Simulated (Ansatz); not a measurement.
**SbCl₃: a relaxed scan of the bond length Sb2–Cl4**

One table from this session's results is given with a row withheld; the runs are named, their logs left out.

The runs use Ansatz 0.2.0, Gaussian basis; single points in def2-TZVPP.

Levels: PBE-D4, r2SCAN-D4, PBE0-D4, B3LYP-D4, wB97M-V, Hartree-Fock, MP2, CCSD, CCSD(T). The scan takes 2.007, 2.076, 2.177, 2.294, 2.425, 2.565, 2.714, 2.871, 3.034 Å.

Correlated methods freeze the cores. Filled d shells of the heavier atoms are correlated. Core potentials replace the inner electrons past krypton, and spin-orbit coupling is left out. B3LYP uses VWN-RPA correlation.

28 further runs of the same task are left out: 28 set aside as unsound or not needed.

## The starting structure

The minimum, relaxed at PBE0-D4: SMILES `[Cl][Sb]([Cl])[Cl]`, 4 atoms, charge 0, spin multiplicity 1.

Atoms are counted from 1 here; the program's logs count them from 0.

Bond lengths: Cl1–Sb2 2.334 Å, Sb2–Cl3 2.334 Å, Sb2–Cl4 2.334 Å. Angles: Cl1–Sb2–Cl3 97.6°, Cl1–Sb2–Cl4 97.6°, Cl3–Sb2–Cl4 97.6°.

Coordinates:

```xyz
4
Cl3Sb
Cl    0.4866    0.2837    1.9650
Sb    0.8059   -0.2239   -0.2908
Cl   -0.9439   -1.7527   -0.5125
Cl   -0.2930    1.6325   -1.1821
```

Energies of the minimum (eV), from earlier single points: PBE-D4 -44095.28479, r2SCAN-D4 -44110.57351, PBE0-D4 -44098.36878, B3LYP-D4 -44114.01278, wB97M-V -44107.55214, CCSD(T) -44052.38657.

At the minimum the bond length Sb2–Cl4 is 2.334 Å.

The first run:

The input, relax/in.yaml:

```yaml
crystal:
  periodic: [false, false, false]
  atoms:
    - {symbol: Cl, position_ang: [0.486566, 0.283737, 1.965035]}
    - {symbol: Sb, position_ang: [0.805944, -0.223859, -0.290798]}
    - {symbol: Cl, position_ang: [-0.943872, -1.752726, -0.512525]}
    - {symbol: Cl, position_ang: [-0.138991, 1.372329, -1.057174]}
basis:
  gaussian: {orbitals: def2-TZVP}
hamiltonian: {xc: pbe0, dispersion: d4}
relax: {f_tol: 0.005, max_steps: 200, constraints: [{distance: [1, 3]}]}
```

No record of the launch command was kept for these runs.

Among the steps run: Sb2–Cl4 = 2.007 Å; Sb2–Cl4 = 2.076 Å; Sb2–Cl4 = 2.177 Å; Sb2–Cl4 = 2.294 Å; Sb2–Cl4 = 2.425 Å; Sb2–Cl4 = 2.565 Å; Sb2–Cl4 = 2.714 Å; Sb2–Cl4 = 2.871 Å; Sb2–Cl4 = 3.034 Å.

One of the session's tables, all rows but one given; the rest of the session is left out.

It belongs to the step «The curves». Energies less that of the minimum at the same level (kJ/mol):

```
bond length (Å)  PBE-D4  PBE0-D4  B3LYP-D4  wB97M-V  Hartree-Fock
          2.007   129.0    117.4     129.5    116.7         120.0
          2.076    74.5     65.2      74.5     64.3          65.9
          2.177       ?        ?         ?        ?             ?
          2.294     2.6      1.1       2.5      0.9           0.8
2.334 (minimum)     0.0      0.0       0.0      0.0           0.0
          2.425     1.6      4.8       1.9      5.5           6.0
          2.565    17.5     25.4      18.6     27.7          29.3
          2.714    44.3     56.9      46.4     61.2          64.2
          2.871    76.9     94.2      80.3    101.0         105.6
          3.034   111.7    133.5     116.6    143.2         149.3
```

Q: Estimate the row for bond length (Å) = 2.177 from the others.

Worked estimate for «PBE-D4». A straight line through the neighbours (2.076, 74.5) and (2.294, 2.6) gives 74.5 + (2.6 − 74.5) × (2.177 − 2.076) / (2.294 − 2.076) = 41.2; a parabola fitted to 4 rows on both sides gives 29.1.

**Answer.** PBE-D4: 26.2; PBE0-D4: 20.6; B3LYP-D4: 26.0; wB97M-V: 19.8; Hartree-Fock: 20.0. In «PBE-D4» the line misses by +15.0 and the parabola by +2.9.

Caveats from the session: A polynomial through the near points puts the CCSD(T) minimum 0.002 Å below the PBE0-D4 value.
